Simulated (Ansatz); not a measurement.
**GeAsH3 (singlet): from Hartree-Fock to the top rungs, cc-pVDZ**

An exercise on one series of results from a longer session: the logs are not shown, and one member is left open.

Computed with Ansatz 0.2.0, Gaussian basis. Level: cc-pVDZ, core rule «outside noble gas», up to 28 orbitals frozen.

Plan: UHF; CCSD(T) on RHF; CCSD(T) on UHF; BCCD(T) on RHF; CISD; CCSDT(Q) on RHF; CCSDT(Q) on UHF; CCSDTQ on RHF; CASSCF and MRCISD+Q, 12 electrons in 11 orbitals; CASSCF and NEVPT4(SD), 12 electrons in 11 orbitals; CASSCF and NEVPT2, 12 electrons in 11 orbitals.

4 further runs of the same task are left out: 4 set aside as unsound or not needed.

## The geometry

The geometry is a PBE0/def2-TZVP stationary point (not a proven minimum). No spin-orbit coupling is included. The filled d shell of Ge, As may be among the frozen orbitals whatever the setting's name suggests; the logs give the count.

5 atoms, charge 0, spin multiplicity 1.

Atoms are counted from 1 here; the program's logs count them from 0.

Bond lengths: Ge1–As2 2.224 Å, Ge1–H3 1.535 Å, Ge1–H4 1.535 Å, As2–H5 1.527 Å. Angles: As2–Ge1–H3 126.7°, As2–Ge1–H4 122.0°, H3–Ge1–H4 111.3°, Ge1–As2–H5 89.5°.

Set-up of the first run:

in.yaml

```yaml
crystal:
  periodic: [false, false, false]
  atoms:
    - {symbol: Ge, position_ang: [0.000000, 0.013038, 1.109668]}
    - {symbol: As, position_ang: [0.000000, -0.032616, -1.113827]}
    - {symbol: H, position_ang: [0.000000, 1.262112, 2.002050]}
    - {symbol: H, position_ang: [0.000000, -1.271440, 1.950143]}
    - {symbol: H, position_ang: [0.000000, 1.494075, -1.131152]}
basis:
  gaussian: {orbitals: cc-pVDZ}
magnetization: {spin_polarized: true, initial_magnetization: 0}
hamiltonian: {xc: hf}
output: {orbitals: {seedname: orbitals}}
```

Run with:

```console
> ansatz run in.yaml --threads 1 --pin off --events-out ev --progress --plain --max-ram 4096MiB --backend cpu
```

Among the steps run: UHF; CCSD(T) on RHF; CCSD(T) on UHF; BCCD(T) on RHF; CISD; CCSDT(Q) on RHF; CCSDT(Q) on UHF; CCSDTQ on RHF; CASSCF and MRCISD+Q, 12 electrons in 11 orbitals; CASSCF and NEVPT4(SD), 12 electrons in 11 orbitals; CASSCF and NEVPT2, 12 electrons in 11 orbitals.

One of the session's tables, all rows but one given; the rest of the session is left out.

| method | from RCCSDTQ (meV) |
| --- | --- |
| RHF | +6779.9 |
| UHF | ? |
| RMP2 | +1272.6 |
| CISD | +934.0 |
| RCCSD | +304.7 |
| RCCSD(T) | +50.0 |
| BCCD(T) | +51.2 |
| RCCSDT | +19.4 |
| RCCSDT(Q) | -0.2 |
| RCCSDTQ | 0 |
| CASSCF valence | +4185.5 |
| NEVPT2 valence | +992.8 |
| NEVPT4(SD) valence | +108.3 |
| MRCISD valence | +315.2 |
| MRCISD+Q valence | +17.0 |

Estimate the missing values for UHF.

The run gave: from RCCSDTQ (meV): +6690.1. In the column «from RCCSDTQ (meV)» it lies between CASSCF valence (+4185.5) and RHF (+6779.9).
